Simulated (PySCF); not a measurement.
**GaBr: bond curves at several levels of theory**

The task here is to estimate one member of a computed series from the others.

Computed with PySCF 2.14.0. Level: Ga x2c-SVPall, Br x2c-SVPall, spin-free X2C with a Gaussian nucleus.

Set-up of the first run:

Settings of the job:

```json
{
 "atoms": "Ga, Br",
 "charge": "0",
 "basis": "Ga x2c-SVPall, Br x2c-SVPall",
 "Hamiltonian": "spin-free X2C with a Gaussian nucleus",
 "basis functions": "64",
 "electrons treated": "66",
 "masses in u": "68.9256, 78.9183",
 "levels": "PBE0, PBE, r²SCAN, M06-2X, MN15, B3LYP, HF, MP2, SCS-MP2, CCSD, CCSD(T)",
 "grid": "80 radial by 434 angular points",
 "occupations": "held fixed by the projection of orbital angular momentum",
 "dissociation limit": "Ga + Br, each in its ground configuration",
 "starting distance in angstrom": "2.320",
 "values of 2S to try": "0, 2"
}
```

Started as:

```console
$ OMP_NUM_THREADS=1 python dia.py task.json out
```

Steps of the session up to this table: Input; The PBE0 curve of the state that the search chose; Higher solutions at PBE0; PBE; r²SCAN (meta-GGA); M06-2X (hybrid meta-GGA); MN15; B3LYP; RHF; Adding correlation.

One of the session's tables, all rows but one given; the rest of the session is left out.

Energy (eV) from each level's lowest point:

| R (Å) | RHF | RHF-MP2 | RHF-SCS-MP2 | RHF-CCSD | RHF-CCSD(T) |
| --- | --- | --- | --- | --- | --- |
| 2.038 | 0.940 | 0.801 | 0.844 | n/a | n/a |
| 2.133 | 0.431 | 0.336 | 0.365 | 0.369 | 0.367 |
| 2.228 | 0.147 | 0.092 | 0.109 | 0.110 | 0.109 |
| 2.299 | 0.040 | 0.013 | 0.021 | 0.022 | 0.021 |
| 2.370 | 0.000 | 0.000 | 0.000 | 0.000 | 0.000 |
| 2.441 | 0.011 | 0.037 | 0.029 | 0.029 | 0.029 |
| 2.536 | ? | ? | ? | ? | ? |
| 2.654 | 0.240 | 0.337 | 0.308 | 0.308 | 0.310 |
| 2.797 | 0.482 | 0.623 | 0.581 | 0.581 | 0.584 |
| 2.986 | 0.846 | 1.039 | 0.983 | n/a | n/a |

Q: Estimate the row for R (Å) = 2.536 from the others.

Worked estimate for «RHF». A straight line through the neighbours (2.441, 0.011) and (2.654, 0.240) gives 0.011 + (0.240 − 0.011) × (2.536 − 2.441) / (2.654 − 2.441) = 0.113; a parabola fitted to 4 rows on both sides gives 0.092.

As computed: RHF: 0.085; RHF-MP2: 0.143; RHF-SCS-MP2: 0.125; RHF-CCSD: 0.125; RHF-CCSD(T): 0.126. In «RHF» the line misses by +0.028 and the parabola by +0.007.

Caveats from the session: Lowest PBE0 solution found, without spin–orbit coupling: ¹Σ⁺ (singlet), closed shell. Warnings in the runs' records: inverted.
